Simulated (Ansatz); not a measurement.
**Si3As: what a guessed cell relaxes into, part 1 of 2**

The task: take a trial cell of Si3As to zero force and stress.

Computed with Ansatz 0.2.0 (DFT PBE, scalar-relativistic, plane waves, PAW, unless a step's input says otherwise).

### 1 The system as given

Symmetry: Fm-3m, No. 225, cubic system. Conventional cell: a = 6.920 Å, b = 6.920 Å, c = 6.920 Å, α = 90.00°, β = 90.00°, γ = 90.00°. Si (site symmetry -43m) has 4 Si at 3.00 Å and 4 As at 3.00 Å as nearest neighbours. Around Si (site symmetry m-3m) lie 8 Si at 3.00 Å. Around As (site symmetry m-3m) lie 8 Si at 3.00 Å.

Coordinates:

```xyz
4
Lattice="0.0000 3.4598 3.4598 3.4598 0.0000 3.4598 3.4598 3.4598 0.0000" Properties=species:S:1:pos:R:3 pbc="T T T"
Si    1.7299    1.7299    1.7299
Si    3.4598    3.4598    3.4598
Si    5.1897    5.1897    5.1897
As    0.0000    0.0000    0.0000
```

A structure generator made this guess: random cell by space group and Wyckoff sites (Fm-3m, No. 225). Its size is a rough estimate.

### 2 The guess as it stands, on a coarse mesh

input.yaml

```yaml
crystal:
  lattice:
    - [0.0, 3.45977176, 3.45977176]
    - [3.45977176, 0.0, 3.45977176]
    - [3.45977176, 3.45977176, 0.0]
  atoms:
    - { symbol: Si, position: [0.25, 0.25, 0.25] }
    - { symbol: Si, position: [0.5, 0.5, 0.5] }
    - { symbol: Si, position: [0.75, 0.75, 0.75] }
    - { symbol: As, position: [0.0, 0.0, 0.0] }
basis:
  ecutwfc: 420
kpoints:
  mp_grid: { grid: [4, 4, 4] }
hamiltonian:
  xc: pbe
scf:
  occupations: { method: gaussian, width: 0.1 }
  lower_state_search: "off"
output:
  forces: true
  stress: true
  eigenvalues: true
```

On the command line:

```console
$ ansatz run input.yaml --threads 1 --pin off --max-ram 2560MiB --backend cpu --events-out ev --progress --plain --runs-dir out
```

Log (excerpt; [...] marks lines left out):

```text
[...]
SCF converged after 6 iterations
Free energy (F): -6760.455946 eV
[...]
E sigma→0 (E₀):  -6760.448404 eV
Entropy (-TS):   -0.015085 eV (-3.771 meV/atom)
Fermi energy:    7.512488 eV
[...]
--- Forces (eV/Å), atoms counted from 1 ---
  atom   1  Si     0.00000000    -0.00000000     0.00000000
  atom   2  Si    -0.00000000     0.00000000    -0.00000000
  atom   3  Si     0.00000000     0.00000000     0.00000000
  atom   4  As    -0.00000000     0.00000000     0.00000000
[...]
--- Stress (GPa, compression-positive) ---
      -14.815587      -0.000000      -0.000000
        0.000000     -14.815587      -0.000000
       -0.000000       0.000000     -14.815587
  P = ⅓ Tr σ = -14.8156 GPa (-148.156 kbar)
--- Band table (eV; the first three rows and the last of 8) ---
  k-point 0: bands = ["-28.5277", "-28.5277", "-28.5277", "-28.5269", "-28.5269", "-5.0403", "0.3478", "2.8084", "4.9806", "5.0626", "5.0626", "5.0626", "5.8116", "5.8116", "5.8116", "6.8361", "6.8361", "6.8361", "10.9789", "10.9789", "14.5242", "14.5242"]
[...]
```

Wall time 0.65 s (1 thread of AMD EPYC 9R45 (Zen 5), shared host); peak memory 0.38 GiB.

The probe gives pressure -14.8 GPa, largest force 0.00 eV/Å, gap on this mesh none (metal). A cheap, loose relaxation comes first.

### 3 Rough relaxation on the coarse mesh

input.yaml, as its differences from that of step 2:

```diff
@@ -23 +23,6 @@
   eigenvalues: true
+relax:
+  adjacent_minimum: "off"
+  f_tol: 0.04
+  max_steps: 70
+  cell: { stress_tol: 0.4 }
```

On the command line:

```console
$ ansatz run input.yaml --threads 1 --pin off --max-ram 2560MiB --backend cpu --events-out ev --progress --plain --runs-dir out
```

Log:

```text
Warning: RAYON_NUM_THREADS=1 ignored (pool sized by the plan → 1); use --threads N
Engine: ansatz 0.2.0, x86_64-unknown-linux-gnu
Pseudopotentials: kind: paw
Pseudopotential: Si, paw, valence charge 4, recommended cutoff 420 eV (normal), Si.paw.azcp
Pseudopotential: As, paw, valence charge 15, recommended cutoff 420 eV (normal), As.paw.azcp
Functional definition: PBE
  parameter kappa = 0.804
  parameter beta = 0.06672455060314922
  exchange = pbe_x(kappa = kappa, mu = beta*pi^2/3)
  correlation = pbe_c(beta = beta)
Crystal: 4 atoms, lattice volume = 82.827 Å³
Basis set: ecut = 420 eV, 1639 PW (Γ), exchange–correlation on 72×72×72 points (8 copies of the dense FFT grid, shifted against one another)
Bands: 18, of which v1, the nominal top of the filled ones, is band 14 counted from 1 (13 counted from 0)
Symmetry: 48 space group operations
Space group: Fm-3m (ITA 225), of the structure as read, at distance tolerance 4.4e-5 Å
k-points: 8 of 64
Non-local potential: Si, projectors of the file, l = 0: 2, l = 1: 2, l = 2: 2
Non-local potential: As, projectors of the file, l = 0: 2, l = 1: 2, l = 2: 3, l = 3: 1
PAW form: soft (Blöchl's): semilocal exchange-correlation on the pseudo side does not see the compensation charge
PAW one-centre angular grid: Si, 110 points (default); XC on 64 Gauss nodes
PAW one-centre angular grid: As, 590 points (default); XC on 64 Gauss nodes
Initial density: superposition of atomic densities (neutral atoms: chi_scale 0, normalization atom), corrected by the library's trained network
Initial wavefunctions: pseudopotential atomic-orbital guess
Functional: x = pbe(κ = 0.804, μ = 0.2195149727645171), c = pbe(β = 0.06672455060314922)
SCF iter   1: F=—  HF=-6760.457958 eV  |F-HF|=—  |Δ(HF+E_count)|=         —  Δρ=2.43e-3  dr2=8.92e-3  ethr=1.77e-3  ⟨swp⟩=7.4  Hψ=1694  notcnv=0
automatic band count: the SCF goes on with 22 bands, as 18 were too few: the levels above may hold too much charge
preconditioner: auto → none  [insulator: Δε(μ)=0.159 eV  Ē_g=8.515 eV  σ=0.100 eV  W_gap=0.53  n_scr=14 (ndim 8)  ℏωp=16.8 eV  f_vac=0.000  D(μ)=3.02/eV (n_scr^D=14)  ε∞_Penn≈4.9]
SCF iter   2: F=—  HF=-6760.456000 eV  |F-HF|=—  |Δ(HF+E_count)|=   1.96e-3  Δρ=1.02e-3  dr2=1.08e-3  ethr=3.30e-5  ⟨swp⟩=1.0  Hψ=240  notcnv=0  defer=1
SCF iter   3: F=—  HF=-6760.455935 eV  |F-HF|=—  |Δ(HF+E_count)|=   6.50e-5  Δρ=1.50e-4  dr2=1.08e-5  ethr=3.99e-6  ⟨swp⟩=2.2  Hψ=220  notcnv=0  defer=1
SCF iter   4: F=—  HF=-6760.455946 eV  |F-HF|=—  |Δ(HF+E_count)|=   1.07e-5  Δρ=4.10e-5  dr2=7.87e-7  ethr=4.01e-8  ⟨swp⟩=2.0  Hψ=265  notcnv=0  defer=1
iter 5 did not close the SCF: its close was put off for the readings that it lacked (scf_convergence_deferred on its scf_iter line)
SCF iter   5: F=-6760.455946 eV  HF=-6760.455946 eV  |F-HF|=7.99e-8  |Δ(HF+E_count)|=   5.48e-7  Δρ=1.24e-5  dr2=5.18e-8  ethr=2.91e-9  ⟨swp⟩=2.0  Hψ=273  notcnv=0  defer=1
SCF iter   6: F=-6760.455946 eV  HF=-6760.455946 eV  |F-HF|=3.43e-10  |Δ(HF+E_count)|=   9.98e-8  Δρ=8.92e-7  dr2=4.35e-10  ethr=1.92e-10  ⟨swp⟩=5.8  Hψ=727  notcnv=0
SCF 1 converged in 6 iterations: F = -6760.455946 eV  dr2 = 4.35e-10
relax step   1: F+E_penalty+E_count = -6760.45594631 eV  Δ(F+E_penalty+E_count) = +0.000e0 eV  max|allowed force component| = 5.204e-18 eV/Å  Δτ_max = 0.0000 Å  P = -14.816 GPa  Ω = 82.827 Å³  (6 SCF iters, dr2 threshold 1.00e-7 eV, accepted)
Crystal: 4 atoms, lattice volume = 71.295 Å³
Basis set: ecut = 420 eV, 1411 PW (Γ), exchange–correlation on 72×72×72 points (8 copies of the dense FFT grid, shifted against one another)
Bands: 22, of which v1, the nominal top of the filled ones, is band 14 counted from 1 (13 counted from 0)
Initial density: handed on by an earlier stage of this run
Initial wavefunctions: those handed on with the density
iter 1 solved again at ethr=7.54e-5 eV; its pass at ethr=3.10e-3 eV (dr2=2.03e-2 eV) is discarded
SCF iter   1: F=—  HF=-6761.383932 eV  |F-HF|=—  |Δ(HF+E_count)|=         —  Δρ=3.68e-3  dr2=2.07e-2  ethr=7.54e-5  ⟨swp⟩=1.0  Hψ=1063  notcnv=0
preconditioner: auto → none  [insulator: Δε(μ)=0.716 eV  Ē_g=9.321 eV  σ=0.100 eV  W_gap=0.51  n_scr=14 (ndim 8)  ℏωp=18.1 eV  f_vac=0.000  D(μ)=4.08/eV (n_scr^D=50)  ε∞_Penn≈4.8]
SCF iter   2: F=—  HF=-6761.378492 eV  |F-HF|=—  |Δ(HF+E_count)|=   5.44e-3  Δρ=1.43e-3  dr2=2.52e-3  ethr=7.54e-5  ⟨swp⟩=1.1  Hψ=177  notcnv=0
SCF iter   3: F=—  HF=-6761.377819 eV  |F-HF|=—  |Δ(HF+E_count)|=   6.73e-4  Δρ=1.86e-4  dr2=1.37e-5  ethr=9.35e-6  ⟨swp⟩=2.2  Hψ=227  notcnv=0
SCF iter   4: F=—  HF=-6761.377830 eV  |F-HF|=—  |Δ(HF+E_count)|=   1.17e-5  Δρ=4.47e-5  dr2=8.81e-7  ethr=5.08e-8  ⟨swp⟩=2.0  Hψ=285  notcnv=0
iter 5 did not close the SCF: its close was put off for the readings that it lacked (scf_convergence_deferred on its scf_iter line)
SCF iter   5: F=-6761.377830 eV  HF=-6761.377830 eV  |F-HF|=1.50e-8  |Δ(HF+E_count)|=   7.02e-7  Δρ=9.39e-6  dr2=4.97e-8  ethr=3.26e-9  ⟨swp⟩=2.0  Hψ=278  notcnv=0
SCF iter   6: F=-6761.377830 eV  HF=-6761.377830 eV  |F-HF|=6.71e-10  |Δ(HF+E_count)|=   1.22e-8  Δρ=1.77e-6  dr2=8.30e-10  ethr=1.84e-10  ⟨swp⟩=2.2  Hψ=559  notcnv=0
SCF 2 converged in 6 iterations: F = -6761.377830 eV  dr2 = 8.30e-10
relax step   2: F+E_penalty+E_count = -6761.37782961 eV  Δ(F+E_penalty+E_count) = -9.219e-1 eV  max|allowed force component| = 7.344e-17 eV/Å  Δτ_max = 0.0000 Å  P = -9.975 GPa  Ω = 71.295 Å³  energy of the carried Pulay correction = +1.316e-3 eV  (6 SCF iters, dr2 threshold 4.00e-7 eV, accepted)
Crystal: 4 atoms, lattice volume = 60.886 Å³
Basis set: ecut = 420 eV, 1243 PW (Γ), exchange–correlation on 72×72×72 points (8 copies of the dense FFT grid, shifted against one another)
iter 1 solved again at ethr=7.01e-5 eV; its pass at ethr=3.10e-3 eV (dr2=1.89e-2 eV) is discarded
SCF iter   1: F=—  HF=-6761.709023 eV  |F-HF|=—  |Δ(HF+E_count)|=         —  Δρ=4.31e-3  dr2=1.93e-2  ethr=7.01e-5  ⟨swp⟩=1.1  Hψ=1050  notcnv=0
preconditioner: auto → none  [insulator: Δε(μ)=0.262 eV  Ē_g=10.377 eV  σ=0.100 eV  W_gap=0.63  n_scr=14 (ndim 8)  ℏωp=19.6 eV  f_vac=0.000  D(μ)=2.02/eV (n_scr^D=14)  ε∞_Penn≈4.6]
SCF iter   2: F=—  HF=-6761.703308 eV  |F-HF|=—  |Δ(HF+E_count)|=   5.71e-3  Δρ=1.83e-3  dr2=3.09e-3  ethr=7.01e-5  ⟨swp⟩=2.0  Hψ=291  notcnv=0
SCF iter   3: F=—  HF=-6761.702384 eV  |F-HF|=—  |Δ(HF+E_count)|=   9.24e-4  Δρ=8.88e-4  dr2=3.66e-4  ethr=1.14e-5  ⟨swp⟩=2.9  Hψ=303  notcnv=0
SCF iter   4: F=—  HF=-6761.702287 eV  |F-HF|=—  |Δ(HF+E_count)|=   9.72e-5  Δρ=2.03e-4  dr2=1.58e-5  ethr=1.35e-6  ⟨swp⟩=2.4  Hψ=240  notcnv=0
SCF iter   5: F=-6761.702283 eV  HF=-6761.702283 eV  |F-HF|=2.29e-7  |Δ(HF+E_count)|=   4.01e-6  Δρ=3.30e-5  dr2=3.14e-7  ethr=1.48e-9  ⟨swp⟩=4.5  Hψ=840  notcnv=0
SCF 3 converged in 5 iterations: F = -6761.702283 eV  dr2 = 3.14e-7
relax step   3: F+E_penalty+E_count = -6761.70228350 eV  Δ(F+E_penalty+E_count) = -3.245e-1 eV  max|allowed force component| = 1.122e-16 eV/Å  Δτ_max = 0.0000 Å  P = +1.550 GPa  Ω = 60.886 Å³  energy of the carried Pulay correction = +2.685e-3 eV  (5 SCF iters, dr2 threshold 4.00e-7 eV, accepted)
Crystal: 4 atoms, lattice volume = 61.968 Å³
iter 1 solved again at ethr=6.56e-7 eV; its pass at ethr=3.10e-3 eV (dr2=1.77e-4 eV) is discarded
SCF iter   1: F=—  HF=-6761.708054 eV  |F-HF|=—  |Δ(HF+E_count)|=         —  Δρ=6.21e-4  dr2=1.86e-4  ethr=6.56e-7  ⟨swp⟩=2.0  Hψ=994  notcnv=0
preconditioner: auto → none  [insulator: Δε(μ)=0.136 eV  Ē_g=10.260 eV  σ=0.100 eV  W_gap=0.64  n_scr=14 (ndim 8)  ℏωp=19.4 eV  f_vac=0.000  D(μ)=1.81/eV (n_scr^D=14)  ε∞_Penn≈4.6]
SCF iter   2: F=—  HF=-6761.708011 eV  |F-HF|=—  |Δ(HF+E_count)|=   4.34e-5  Δρ=2.88e-4  dr2=3.69e-5  ethr=6.56e-7  ⟨swp⟩=1.0  Hψ=176  notcnv=0
SCF iter   3: F=—  HF=-6761.708008 eV  |F-HF|=—  |Δ(HF+E_count)|=   3.41e-6  Δρ=7.94e-5  dr2=8.84e-6  ethr=1.37e-7  ⟨swp⟩=2.8  Hψ=298  notcnv=0
SCF iter   4: F=-6761.708005 eV  HF=-6761.708005 eV  |F-HF|=5.01e-8  |Δ(HF+E_count)|=   2.90e-6  Δρ=1.48e-5  dr2=1.39e-7  ethr=1.48e-9  ⟨swp⟩=3.9  Hψ=837  notcnv=0
SCF 4 converged in 4 iterations: F = -6761.708005 eV  dr2 = 1.39e-7
relax step   4: F+E_penalty+E_count = -6761.70800473 eV  Δ(F+E_penalty+E_count) = -5.721e-3 eV  max|allowed force component| = 8.963e-17 eV/Å  Δτ_max = 0.0000 Å  P = +0.176 GPa  Ω = 61.968 Å³  energy of the carried Pulay correction = +2.534e-3 eV  (4 SCF iters, dr2 threshold 4.00e-7 eV, accepted)
Basis set: ecut = 420 eV, 1243 PW (Γ), exchange–correlation on 60×60×60 points (8 copies of the dense FFT grid, shifted against one another)
Initial wavefunctions: pseudopotential atomic-orbital guess (no wavefunctions were taken with the density)
iter 1 solved again at ethr=6.48e-9 eV; its pass at ethr=3.10e-3 eV (dr2=1.75e-6 eV) is discarded
SCF iter   1: F=—  HF=-6761.706720 eV  |F-HF|=—  |Δ(HF+E_count)|=         —  Δρ=7.83e-5  dr2=8.93e-7  ethr=6.48e-9  ⟨swp⟩=3.1  Hψ=1403  notcnv=0
SCF iter   2: F=—  HF=-6761.706730 eV  |F-HF|=—  |Δ(HF+E_count)|=   1.01e-5  Δρ=4.62e-5  dr2=3.98e-7  ethr=3.31e-9  ⟨swp⟩=2.2  Hψ=271  notcnv=0
SCF iter   3: F=—  HF=-6761.706731 eV  |F-HF|=—  |Δ(HF+E_count)|=   5.73e-7  Δρ=1.46e-5  dr2=5.23e-8  ethr=1.47e-9  ⟨swp⟩=2.1  Hψ=229  notcnv=0
SCF iter   4: F=—  HF=-6761.706731 eV  |F-HF|=—  |Δ(HF+E_count)|=   5.50e-8  Δρ=3.82e-6  dr2=1.78e-8  ethr=1.94e-10  ⟨swp⟩=2.0  Hψ=288  notcnv=0
SCF iter   5: F=-6761.706731 eV  HF=-6761.706731 eV  |F-HF|=4.37e-11  |Δ(HF+E_count)|=   3.56e-9  Δρ=1.02e-6  dr2=3.73e-10  ethr=9.48e-12  ⟨swp⟩=2.9  Hψ=608  notcnv=0
SCF 5 converged in 5 iterations: F = -6761.706731 eV  dr2 = 3.73e-10
relax step   5: F+E_penalty+E_count = -6761.70673096 eV  Δ(F+E_penalty+E_count) = +1.274e-3 eV  max|allowed force component| = 9.310e-17 eV/Å  Δτ_max = 0.0000 Å  P = +0.163 GPa  Ω = 61.968 Å³  stress off target by 1.63e-1 GPa  SCF on the basis re-selected at this cell (its energy is not comparable with the rows above)  (5 SCF iters)
basis re-selected at this cell: Δ(F+E_penalty+E_count) = +1.274e-3 eV, ΔP = -0.013 GPa vs the last step (what re-selecting the basis moved, of the pressure what is left beyond the Pulay correction that the steps carried, after the strain that the cell walked since its last selection, with what the two solves' SCF thresholds leave and, on support functions, any second-order correction that the steps lacked; it is no measure of the basis error at this ecutwfc). The dense FFT grid was sized anew with the basis: this SCF ran on 30×30×30 points, the steps before it on 36×36×36, so part of this shift can come from that change (see relax.cell in the input reference). This SCF's stress stands 1.63e-1 GPa from its target on what of the cell is left free (relax.cell.stress_tol is 4.00e-1 GPa) and its largest allowed force component is 9.31e-17 eV/Å (relax.f_tol is 4.00e-2 eV/Å): within both
SCF converged after 5 iterations
Free energy (F): -6761.706731 eV
Harris-Foulkes:  -6761.706731 eV  (|F-HF|=4.37e-11)
Internal energy: -6761.697673 eV  (E = F + TS)
E sigma→0 (E₀):  -6761.702202 eV
Entropy (-TS):   -0.009058 eV (-2.264 meV/atom)
Fermi energy:    11.058388 eV
--- Per-component energies (eV) ---
  E_band       = -153.832321
  E_kinetic    = 223.849894
  E_local      = -1950.236512  (includes V_loc(G=0)·N_el)
  E_nonlocal   = -594.556438
  E_hartree    = 1081.216019
  E_xc         = -247.271419
  E_vxc        = -222.735243  (∫ρ·V_xc dr)
  E_paw        = -3370.815202  (= ΣΔE_a)
  E_vpaw       = 227.414361  (= ΣTr[D̂ρ^β])
  E_aug_tail   = 0.000029  (compensation charges beyond the density's cutoff)
  E_ewald      = -1903.884044
  E_smearing   = -0.009058  (= −TS)
  E_closure    = -0.000000  (closes the sum)
  Σ components = -6761.706731   (vs F -6761.706731, Δ=0.00e0)
--- Forces (eV/Å), atoms counted from 1 ---
  atom   1  Si    -0.00000000    -0.00000000    -0.00000000
  atom   2  Si     0.00000000    -0.00000000    -0.00000000
  atom   3  Si     0.00000000     0.00000000     0.00000000
  atom   4  As    -0.00000000     0.00000000    -0.00000000
  max |Σ_I F_I| component: 1.16e-17 eV/Å
--- Stress (GPa, compression-positive) ---
        0.162740      -0.000000      -0.000000
        0.000000       0.162740       0.000000
       -0.000000       0.000000       0.162740
  P = ⅓ Tr σ = 0.1627 GPa (1.627 kbar)
--- Band table (eV; the first three rows and the last of 8) ---
  k-point 0: bands = ["-24.8078", "-24.8078", "-24.8078", "-24.8026", "-24.8026", "-3.4948", "4.7605", "7.4717", "7.8124", "7.8124", "7.8124", "8.6944", "8.6944", "8.6944", "10.4091", "10.4091", "10.4091", "10.9682", "14.0156", "14.0156", "21.3125", "21.3125"]
  k-point 1: bands = ["-24.8077", "-24.8076", "-24.8076", "-24.8026", "-24.8026", "-2.8528", "2.5822", "5.4633", "7.0352", "7.0352", "7.8861", "8.8077", "8.8077", "9.4012", "10.8301", "10.8301", "13.6368", "14.7395", "16.8401", "16.8401", "17.4658", "18.9329"]
  k-point 2: bands = ["-24.8077", "-24.8075", "-24.8075", "-24.8026", "-24.8026", "-1.5197", "0.1115", "5.1120", "6.8373", "6.9142", "6.9142", "7.7577", "7.7577", "12.7962", "13.0128", "14.0638", "14.0638", "14.8381", "14.8381", "18.1486", "18.9527", "21.7526"]
  k-point 7: bands = ["-24.8076", "-24.8076", "-24.8072", "-24.8027", "-24.8025", "-0.6626", "1.8674", "1.8674", "2.0118", "8.2765", "8.3888", "9.0084", "9.0084", "13.9457", "13.9457", "14.8168", "15.0524", "16.4564", "17.0318", "17.0318", "17.0572", "21.6322"]
--- Relaxed structure (4 steps of the walk, 4 accepted, 1 SCFs on fresh bases) ---
  F+E_penalty+E_count = -6761.70673096 eV   max|allowed force component| = 9.310e-17 eV/Å   (the final SCF, on the basis selected at the relaxed cell)
  cell:  # Å, volume = 61.9680 Å³
    - [1.6814727793765015e-33, 3.140840326581523, 3.140840326581523]
    - [3.140840326581523, 4.840603346041239e-34, 3.140840326581523]
    - [3.140840326581523, 3.140840326581523, 1.1974124277304636e-33]
  atoms:
    - { symbol: Si, position: [0.25, 0.25, 0.25] }
    - { symbol: Si, position: [0.5, 0.5, 0.5] }
    - { symbol: Si, position: [0.75, 0.75, 0.75] }
    - { symbol: As, position: [3.020848305676975e-33, -3.1164524264133614e-33, -1.7628731214802732e-33] }
```

Wall time 2.4 s (1 thread of AMD EPYC 9R45 (Zen 5), shared host); peak memory 0.4 GiB.

The steps of the relaxation:

```
step  E - E(step 1) (eV/cell)  largest force component (eV/Å)  pressure (GPa)  volume (Å³)
   1                   0.0000                          0.0000          -14.82        82.83
   2                  -0.9219                          0.0000           -9.98        71.29
   3                  -1.2463                          0.0000            1.55        60.89
   4                  -1.2521                          0.0000            0.18        61.97
   5                  -1.2508                          0.0000            0.16        61.97
```

Step 1 is the start. Step 5 repeats the geometry before it on a plane-wave basis chosen anew for that cell, so its energy need not be comparable with the rows above.

Lengths and angles in the start's conventional setting:

|  | before | after | change |
| --- | --- | --- | --- |
| a (Å) | 6.920 | 6.282 | -9.2 % |
| b (Å) | 6.920 | 6.282 | -9.2 % |
| c (Å) | 6.920 | 6.282 | -9.2 % |
| volume (Å³/atom) | 20.71 | 15.49 | -25.2 % |
| shortest distance (Å) | 2.996 | 2.720 | -9.2 % |
| space group (0.01 Å) | Fm-3m | Fm-3m | same |

The run keeps the 48 symmetry operations of the start, so it could not have lowered the symmetry.

### 4 Another rough relaxation

The end of the coarse run is made exact in the group found at a tolerance of 0.06 Å and reduced to its primitive cell.

input.yaml, as its differences from that of step 3:

```diff
@@ -2,5 +2,5 @@
   lattice:
-    - [0.0, 3.45977176, 3.45977176]
-    - [3.45977176, 0.0, 3.45977176]
-    - [3.45977176, 3.45977176, 0.0]
+    - [0.0, 3.1408403266, 3.1408403266]
+    - [3.1408403266, 0.0, 3.1408403266]
+    - [3.1408403266, 3.1408403266, 0.0]
   atoms:
@@ -13,3 +13,3 @@
 kpoints:
-  mp_grid: { grid: [4, 4, 4] }
+  mp_grid: { grid: [6, 6, 6] }
 hamiltonian:
```

On the command line:

```console
$ ansatz run input.yaml --threads 1 --pin off --max-ram 2560MiB --backend cpu --events-out ev --progress --plain --runs-dir out
```

Log (excerpt; [...] marks lines left out):

```text
[...]
relax step   4: F+E_penalty+E_count = -6761.41770804 eV  Δ(F+E_penalty+E_count) = -5.544e-4 eV  max|allowed force component| = 1.561e-16 eV/Å  Δτ_max = 0.0000 Å  P = -0.018 GPa  Ω = 64.411 Å³  stress off target by 1.81e-2 GPa  SCF on the basis re-selected at this cell (its energy is not [...]
SCF converged after 4 iterations
Free energy (F): -6761.417708 eV
[...]
E sigma→0 (E₀):  -6761.413364 eV
Entropy (-TS):   -0.008687 eV (-2.172 meV/atom)
Fermi energy:    10.851201 eV
[...]
--- Forces (eV/Å), atoms counted from 1 ---
  atom   1  Si    -0.00000000    -0.00000000    -0.00000000
  atom   2  Si     0.00000000    -0.00000000    -0.00000000
  atom   3  Si    -0.00000000     0.00000000     0.00000000
  atom   4  As     0.00000000    -0.00000000    -0.00000000
[...]
--- Stress (GPa, compression-positive) ---
       -0.018109      -0.000000      -0.000000
       -0.000000      -0.018109      -0.000000
       -0.000000      -0.000000      -0.018109
  P = ⅓ Tr σ = -0.0181 GPa (-0.181 kbar)
--- Band table (eV; the first three rows and the last of 16) ---
[... band rows left out ...]
[...]
--- Relaxed structure (3 steps of the walk, 3 accepted, 1 SCFs on fresh bases) ---
  F+E_penalty+E_count = -6761.41770804 eV   max|allowed force component| = 1.561e-16 eV/Å   (the final SCF, on the basis selected at the relaxed cell)
  cell:  # Å, volume = 64.4115 Å³
    - [8.662132455922502e-34, 3.1815911342799525, 3.1815911342799525]
    - [3.1815911342799525, 3.3119918213821335e-34, 3.1815911342799525]
    - [3.1815911342799525, 3.1815911342799525, -1.2738430082238977e-34]
  atoms:
    - { symbol: Si, position: [0.24999999999999997, 0.24999999999999997, 0.24999999999999997] }
    - { symbol: Si, position: [0.49999999999999994, 0.49999999999999994, 0.49999999999999994] }
    - { symbol: Si, position: [0.75, 0.75, 0.75] }
    - { symbol: As, position: [-4.577662347879242e-34, 3.192996086417263e-34, 4.765691123761782e-34] }
```

Wall time 2.4 s (1 thread of AMD EPYC 9R45 (Zen 5), shared host); peak memory 0.4 GiB.

(Continued in part 2 of 2.)
